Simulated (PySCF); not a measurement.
# Cl4Sn (SnCl4): the cost of one run

Computed with PySCF 2.14.0 and routines of our own; the level stands in each step. Atoms count from 0.

3 further runs of the same task are left out: 3 for a basis unfit for spin-orbit shieldings.

## 1. The starting structure

5 atoms, charge 0, multiplicity 1; geometry from: GFN2-xTB.

## 2. NMR shieldings: PBE0/x2c-SVPall-2c Sn:us-x2c-SVPall-2c, spin-free

What the job is given:

```
{"job": {"xc": "PBE0", "basis": {"default": "x2c-SVPall-2c", "Sn": "us-x2c-SVPall-2c"}, "rel": "sf", "kind": "hnmr"}, "charge": 0, "multiplicity": 1}
Sn    -0.001300     0.000830    -0.001180
Cl     0.010910    -0.017910     2.317500
Cl     2.181420     0.010180    -0.782080
Cl    -1.100020     1.894910    -0.753240
Cl    -1.091010    -1.888010    -0.781000
```

Level: PBE0/x2c-SVPall-2c Sn:us-x2c-SVPall-2c GIAO NMR shielding, spin-free X2C, Gaussian nuclei, gas phase.

The run is started by

```bash
$ OMP_NUM_THREADS=1 python heavy_run.py task.json out
```

The driver reads the jobs from task.json and runs them one after another.

**Question.** How long does this first job take on 1 thread of Arm Neoverse V1, shared host, and how much memory does it need?

About 38 s, with a peak of 0.81 GiB.
